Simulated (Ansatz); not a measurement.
# SrMg3: the cost of one run

Computed with Ansatz 0.2.0 (DFT PBEsol, scalar-relativistic, plane waves, PAW, unless a step's input says otherwise).

### Step 1. The system as given

The structure is cubic, space group Pm-3m (No. 221). The conventional cell has a = 4.943 Å, b = 4.943 Å, c = 4.943 Å, α = 90.00°, β = 90.00°, γ = 90.00°. Sr (site symmetry m-3m) has 12 Mg at 3.49 Å as nearest neighbours. Around Mg (site symmetry 4/mmm) lie 4 Sr at 3.49 Å and 8 Mg at 3.49 Å.

Coordinates:

```cif
data_structure
_symmetry_space_group_name_H-M 'Pm-3m'
_symmetry_Int_Tables_number 221
_cell_length_a 4.9425
_cell_length_b 4.9425
_cell_length_c 4.9425
_cell_angle_alpha 90.000
_cell_angle_beta 90.000
_cell_angle_gamma 90.000
_cell_volume 120.74
loop_
_atom_site_label
_atom_site_type_symbol
_atom_site_symmetry_multiplicity
_atom_site_Wyckoff_symbol
_atom_site_fract_x
_atom_site_fract_y
_atom_site_fract_z
_atom_site_occupancy
Sr1 Sr 1 a 0.00000 0.00000 0.00000 1
Mg1 Mg 3 c 0.50000 0.50000 0.00000 1
```

The structure comes from the Materials Project (structure only).

### Step 2. A distortion that keeps the symmetry

What differs from the listed cell: strain xx, yy, zz, yz, xz, xy = +1.8, +1.8, +1.8, +0.0, +0.0, +0.0 %.

File input.yaml:

```yaml
crystal:
  lattice:
    - [5.0323316974, 0.0, 0.0]
    - [0.0, 5.0323316974, 0.0]
    - [0.0, 0.0, 5.0323316974]
  atoms:
    - { symbol: Sr, position: [0.0, 0.0, 0.0] }
    - { symbol: Mg, position: [0.5, 0.5, 0.0] }
    - { symbol: Mg, position: [0.5, 0.0, 0.5] }
    - { symbol: Mg, position: [0.0, 0.5, 0.5] }
basis:
  ecutwfc: 420
kpoints:
  mp_grid: { grid: [8, 8, 8] }
hamiltonian:
  xc: pbesol
scf:
  occupations: { method: gaussian, width: 0.1 }
output:
  forces: true
  stress: true
  eigenvalues: true
  populations: true
```

Command:

```sh
$ ansatz run input.yaml --threads 1 --pin off --max-ram 1331MiB --backend cpu --events-out ev --progress --plain --runs-dir out
```

Q: Estimate wall time and peak memory on 1 thread of an Arm CPU, shared host.

About 6 s, with a peak of 0.36 GiB.
